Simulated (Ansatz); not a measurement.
Here is an Ansatz 0.2.0 calculation.

input.yaml

```yaml
crystal:
  lattice:
    - [3.1974455988, 0.0, 0.0]
    - [-1.5987227994, 2.7690691158, 0.0]
    - [0.0, 0.0, 7.942745]
  atoms:
    - { symbol: Se, position: [0.0, 0.0, 0.0] }
    - { symbol: Ti, position: [0.6666666667, 0.3333333333, 0.5] }
    - { symbol: Ti, position: [0.3333333333, 0.6666666667, 0.772902] }
    - { symbol: Ti, position: [0.3333333333, 0.6666666667, 0.227098] }
hamiltonian:
  xc: pbesol
  pseudopotentials: { kind: paw }
kpoints:
  mp_grid: { grid: [8, 8, 4] }
scf:
  occupations: { method: fermi_dirac, width: 0.05 }
phonons:
  method: dfpt
```

Potentials or basis: Ansatz PAW.

Launch:

```console
$ ansatz run input.yaml --threads 2 --pin off --max-ram 5632MiB --backend cpu --events-out ev --progress --plain --runs-dir out
```

Estimate the highest phonon frequency at Γ.

286 cm⁻¹.

Estimate the band gap on the k mesh.

none (metal or under the smearing width).

Phonon frequencies in cm⁻¹ (negative: imaginary):
| q point | frequencies |
| --- | --- |
| (0.000, 0.000, 0.000) | 0 0 0 117 117 183 183 208 219 219 247 286 |
